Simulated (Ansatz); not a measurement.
**C2H4AlB (SMILES [AlH2][B]1C=C1): functionals against CCSD(T) at one geometry**

How do the functionals fare away from a minimum? The structure is a frame of a short trajectory.

Computed with Ansatz 0.2.0, Gaussian basis. Level: single points in def2-TZVPP.

Correlated methods freeze the cores.

1 further run of the same task is left out (it didn't finish).

## (1) Where the work starts

SMILES `[AlH2][B]1C=C1`, 8 atoms, charge 0, spin multiplicity 1.

Atoms are counted from 1 here; the program's logs count them from 0.

Bond lengths: Al1–B2 2.091 Å, Al1–H5 1.666 Å, Al1–H6 1.567 Å, B2–C3 1.446 Å, B2–C4 1.470 Å, C3–C4 1.333 Å, C3–H7 1.128 Å, C4–H8 1.084 Å. Angles: B2–Al1–H5 120.4°, B2–Al1–H6 127.3°, H5–Al1–H6 110.6°, Al1–B2–C3 150.3°, Al1–B2–C4 154.2°, C3–B2–C4 54.4°, B2–C3–C4 63.7°, B2–C3–H7 158.6°, C4–C3–H7 136.8°, B2–C4–C3 61.9°, B2–C4–H8 153.8°, C3–C4–H8 143.9°.

Geometry (Å):

```xyz
8
C2H4AlB
Al   -1.11100    1.44057   -0.61716
B     0.03790   -0.14887    0.10940
C     1.21175   -0.63773    0.79782
C     0.48385   -1.54850    0.15094
H    -2.68919    1.19415   -1.08951
H    -0.81254    2.97251   -0.47304
H     2.08990   -0.63906    1.50587
H     0.37174   -2.61110   -0.03367
```

## (2) PBE-D4/def2-TZVPP

File run/in.yaml:

```yaml
crystal:
  periodic: [false, false, false]
  atoms:
    - {symbol: Al, position_ang: [-1.110996, 1.440568, -0.617163]}
    - {symbol: B, position_ang: [0.037897, -0.148874, 0.109404]}
    - {symbol: C, position_ang: [1.211749, -0.637732, 0.797817]}
    - {symbol: C, position_ang: [0.483846, -1.548504, 0.150935]}
    - {symbol: H, position_ang: [-2.689195, 1.194152, -1.089511]}
    - {symbol: H, position_ang: [-0.812539, 2.972512, -0.473041]}
    - {symbol: H, position_ang: [2.089899, -0.639062, 1.505871]}
    - {symbol: H, position_ang: [0.371744, -2.611103, -0.033674]}
basis:
  gaussian: {orbitals: def2-TZVPP}
hamiltonian: {xc: pbe, dispersion: d4}
output: {forces: true}
```

Launch:

```sh
ansatz run in.yaml --threads 2 --pin off --events-out ev --progress --plain --max-ram 3481MiB
```

## (3) r2SCAN-D4/def2-TZVPP

run/in.yaml, as its differences from that of step 2:

```diff
@@ -13,3 +13,3 @@
   gaussian: {orbitals: def2-TZVPP}
-hamiltonian: {xc: pbe, dispersion: d4}
+hamiltonian: {xc: r2scan, dispersion: d4}
 output: {forces: true}
```

## (4) PBE0-D4/def2-TZVPP

run/in.yaml, as its differences from that of step 3:

```diff
@@ -13,3 +13,3 @@
   gaussian: {orbitals: def2-TZVPP}
-hamiltonian: {xc: r2scan, dispersion: d4}
-output: {forces: true}
+hamiltonian: {xc: pbe0, dispersion: d4}
+output: {forces: true, orbitals: {seedname: orbitals}}
```

## (5) wB97M-V/def2-TZVPP

run/in.yaml, as its differences from that of step 4:

```diff
@@ -13,3 +13,3 @@
   gaussian: {orbitals: def2-TZVPP}
-hamiltonian: {xc: pbe0, dispersion: d4}
-output: {forces: true, orbitals: {seedname: orbitals}}
+hamiltonian: {xc: {name: wB97M-V}}
+output: {forces: true}
```

## (6) CCSD(T)/def2-TZVPP

run/in.yaml, as its differences from that of step 5:

```diff
@@ -13,3 +13,3 @@
   gaussian: {orbitals: def2-TZVPP}
-hamiltonian: {xc: {name: wB97M-V}}
+correlation: {method: ccsd_t}
 output: {forces: true}
```

(Steps that only read results are left out.)

What does the calculation give? Wanted: energy less free atoms, CCSD(T)/def2-TZVPP; RMS force component; RMS force error; HOMO and LUMO, PBE0-D4; T1 diagnostic.

As calculated:

```
                                  quantity                                                             value
energy less free atoms, CCSD(T)/def2-TZVPP                                                    -2806.0 kJ/mol
                       RMS force component                              0.800 to 0.995 eV/Å over the methods
                           RMS force error  PBE-D4 0.186, r2SCAN-D4 0.236, PBE0-D4 0.279, wB97M-V 0.246 eV/Å
                    HOMO and LUMO, PBE0-D4                                                -7.51 and -2.08 eV
                             T1 diagnostic                                                             0.010
```

What this shows: Against CCSD(T) the functionals' energies less atoms differ by -154.1 to -102.9 kJ/mol, PBE-D4 by -154.1 kJ/mol. The reference is not at the basis limit: in triple zeta CCSD(T) underbinds, which counts against methods that bind more; the gaps are no ranking. On forces the order runs from PBE-D4 to PBE0-D4. Frozen-core CCSD(T) forces in triple zeta carry basis errors of their own, and this is one geometry, so small gaps rank nothing.
